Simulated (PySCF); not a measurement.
**The bond of KSb+, level by level**

One table from this session's results is given with a row withheld; the runs are named, their logs left out.

Program: PySCF 2.14.0. Level of theory: K x2c-SVPall, Sb x2c-SVPall, spin-free X2C with a Gaussian nucleus. These are calculated values, not measurements.

The first run:

A driver script around PySCF takes these settings:

- atoms: K, Sb
- charge: 1
- basis: K x2c-SVPall, Sb x2c-SVPall
- Hamiltonian: spin-free X2C with a Gaussian nucleus
- basis functions: 60
- electrons treated: 69
- masses in u: 38.9637, 120.9038
- levels: PBE0, PBE, r²SCAN, LDA, M06-2X, MN15, LC-ωPBE, HF, MP2, SCS-MP2, CCSD, CCSD(T)
- grid: 80 radial by 434 angular points
- occupations: held fixed by the projection of orbital angular momentum
- dissociation limit: K+ + Sb, each in its ground configuration
- starting distance in angstrom: 3.410
- values of 2S to try: 1, 3

Started as:

```console
OMP_NUM_THREADS=1 python dia.py task.json out
```

Among the steps run: Input; PBE0 along the bond; Higher solutions at PBE0; PBE; r²SCAN; LDA (local density); M06-2X (hybrid meta-GGA); MN15; LC-ωPBE (range-separated hybrid); UHF; Adding correlation.

One table of the session follows, with a row left open; its other results are not shown here.

It belongs to the step «The curves together». Energy (eV) from each level's lowest point:

| R (Å) | UHF | UHF-MP2 | UHF-SCS-MP2 | UHF-CCSD | UHF-CCSD(T) |
| --- | --- | --- | --- | --- | --- |
| 3.273 | 0.189 | 0.154 | 0.162 | n/a | n/a |
| 3.425 | 0.095 | 0.071 | 0.077 | 0.075 | 0.073 |
| 3.578 | 0.041 | 0.025 | 0.029 | 0.027 | 0.026 |
| 3.692 | 0.018 | 0.008 | 0.010 | 0.009 | 0.008 |
| 3.806 | 0.005 | 0.000 | 0.001 | 0.001 | 0.000 |
| 3.920 | 0.000 | 0.000 | 0.000 | 0.000 | 0.000 |
| 4.072 | 0.002 | 0.008 | 0.007 | 0.007 | 0.008 |
| 4.263 | ? | ? | ? | ? | ? |
| 4.491 | 0.031 | 0.052 | 0.048 | 0.051 | 0.052 |
| 4.796 | 0.059 | 0.087 | 0.082 | n/a | n/a |

**Question.** Estimate the row for R (Å) = 4.263.

Worked estimate for «UHF». A straight line through the neighbours (4.072, 0.002) and (4.491, 0.031) gives 0.002 + (0.031 − 0.002) × (4.263 − 4.072) / (4.491 − 4.072) = 0.015; a parabola fitted to 4 rows on both sides gives 0.014.

As computed: UHF: 0.012; UHF-MP2: 0.025; UHF-SCS-MP2: 0.023; UHF-CCSD: 0.025; UHF-CCSD(T): 0.026. In «UHF» the line misses by +0.003 and the parabola by +0.002.

To keep in mind: The bond is weak, and basis-set superposition, which was not computed, may be a sizeable part of it.
